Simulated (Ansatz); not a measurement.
**Ni: a slab and its surfaces, (100), 7 layers**

Aim: cut a slab of Ni (100), 7 layers from the relaxed bulk, relax it, and get surface energy and work function. The runs shown use LAPW, norm-conserving and crystal datasets. Companion runs by PAW are cited. Its runs: bulk in the slab's orientation (LAPW); the reference run (LAPW, norm-conserving and crystal datasets); at the positions relaxed by PAW (LAPW).

Method: DFT PBE, with the methods named in each step, in Ansatz 0.2.0.

**1. The structure to begin with**

The structure is cubic, space group Fm-3m (No. 225). The conventional cell has a = 3.521 Å, b = 3.521 Å, c = 3.521 Å, α = 90.00°, β = 90.00°, γ = 90.00°. Around Ni (site symmetry m-3m) lie 12 Ni at 2.49 Å.

Structure file:

```
Ni
1.0
     1.76026    1.76026    0.00000
    -1.76026    1.76026    0.00000
     0.00000    0.00000    3.52053
Ni
2
Direct
  0.00000 0.00000 0.00000
  0.50000 0.50000 0.50000
```

Atoms are numbered in the order of the input: Ni1, Ni2.

**2. Bulk in the slab's orientation, LAPW**

input.yaml reads:

```yaml
crystal:
  lattice:
    - [1.7602636194, 1.7602636194, 0.0]
    - [-1.7602636194, 1.7602636194, 0.0]
    - [0.0, 0.0, 3.5205272387]
  atoms:
    - { symbol: Ni, position: [0.0, 0.0, 0.0], spin: 1.0 }
    - { symbol: Ni, position: [0.5, 0.5, 0.5], spin: 1.0 }
magnetization:
  spin_polarized: true
kpoints:
  mp_grid: { grid: [16, 16, 12] }
scf:
  occupations: { method: fermi_dirac, width: 0.1 }
hamiltonian:
  xc: pbe
  pseudopotentials: { kind: all_electron, lapw: { basis_error: 0.001 } }
output:
  forces: true
  stress: true
  eigenvalues: true
```

Run with:

```
> ansatz run input.yaml --threads 4 --pin off --max-ram 12288MiB --backend cpu --events-out ev --progress --plain --runs-dir out
```

**4. Slab as cut, LAPW**

input.yaml reads:

```yaml
crystal:
  lattice:
    - [2.4893886838, 0.0, 0.0]
    - [0.0, 2.4893886838, 0.0]
    - [0.0, 0.0, 26.5616]
  atoms:
    - { symbol: Ni, position: [0.0, 0.0, 0.3011870197], spin: 1.0 }
    - { symbol: Ni, position: [0.5, 0.5, 0.3674580131], spin: 1.0 }
    - { symbol: Ni, position: [0.0, 0.0, 0.4337290066], spin: 1.0 }
    - { symbol: Ni, position: [0.5, 0.5, 0.5], spin: 1.0 }
    - { symbol: Ni, position: [0.0, 0.0, 0.5662709934], spin: 1.0 }
    - { symbol: Ni, position: [0.5, 0.5, 0.6325419869], spin: 1.0 }
    - { symbol: Ni, position: [0.0, 0.0, 0.6988129803], spin: 1.0 }
magnetization:
  spin_polarized: true
kpoints:
  mp_grid: { grid: [16, 16, 1] }
scf:
  occupations: { method: fermi_dirac, width: 0.1 }
hamiltonian:
  xc: pbe
  pseudopotentials: { kind: all_electron, lapw: { basis_error: 0.001 } }
output:
  forces: true
  stress: true
  eigenvalues: true
  populations: true
  dos: { projected: true, de: 0.2, e_range: [-14, 8] }
efield:
  axis: 3
  amplitude: 0
  dipole_correction: true
```

**5. At the positions relaxed by PAW, LAPW**

input.yaml reads:

```yaml
crystal:
  lattice:
    - [2.4893886838, 0.0, 0.0]
    - [0.0, 2.4893886838, 0.0]
    - [0.0, 0.0, 26.5616]
  atoms:
    - { symbol: Ni, position: [0.0, 0.0, 0.3030545292], spin: 1.0 }
    - { symbol: Ni, position: [0.5, 0.5, 0.3669506065], spin: 1.0 }
    - { symbol: Ni, position: [0.0, 0.0, 0.4337053965], spin: 1.0 }
    - { symbol: Ni, position: [0.5, 0.5, 0.4999999962], spin: 1.0 }
    - { symbol: Ni, position: [0.0, 0.0, 0.5662946012], spin: 1.0 }
    - { symbol: Ni, position: [0.5, 0.5, 0.6330493949], spin: 1.0 }
    - { symbol: Ni, position: [0.0, 0.0, 0.6969454754], spin: 1.0 }
magnetization:
  spin_polarized: true
kpoints:
  mp_grid: { grid: [16, 16, 1] }
scf:
  occupations: { method: fermi_dirac, width: 0.1 }
hamiltonian:
  xc: pbe
  pseudopotentials: { kind: all_electron, lapw: { basis_error: 0.001 } }
output:
  forces: true
  stress: true
  eigenvalues: true
efield:
  axis: 3
  amplitude: 0
  dipole_correction: true
```

**6. Slab as cut, norm-conserving**

input.yaml, as its differences from that of step 5:

```diff
@@ -21,3 +21,3 @@
   xc: pbe
-  pseudopotentials: { kind: all_electron, lapw: { basis_error: 0.001 } }
+  pseudopotentials: { kind: nc }
 output:
```

**7. Slab as cut, crystal datasets**

input.yaml, as its differences from that of step 6:

```diff
@@ -21,3 +21,3 @@
   xc: pbe
-  pseudopotentials: { kind: nc }
+  pseudopotentials: { kind: all_electron, datasets: crystal }
 output:
```

(Steps that only read results are left out.)

**Question.** What will these runs give? Wanted: surface energy; work function; outer layer spacing (for each run or level that gives them).

As calculated:

| quantity | value |
| --- | --- |
| surface energy (LAPW, relaxed) | 2.24 J/m² |
| work function (LAPW, relaxed) | 4.91 eV |
| work function (norm-conserving, relaxed) | 4.89 eV |
| work function (crystal datasets, relaxed) | 4.91 eV |
| surface energy (PAW, relaxed) | 2.24 J/m² |
| work function (PAW, relaxed) | 4.91 eV |
| outer layer spacing (PAW) | 1.76 → 1.70 Å |

By LAPW the surface costs 2.27 J/m² as cut and 2.24 J/m² relaxed. The outermost spacing changes by -3.6 % (PAW). Thickness wasn't converged, and no reconstruction was sought. The magnetic state is the one reached from the start moments in this cell; it needn't be the ground state.
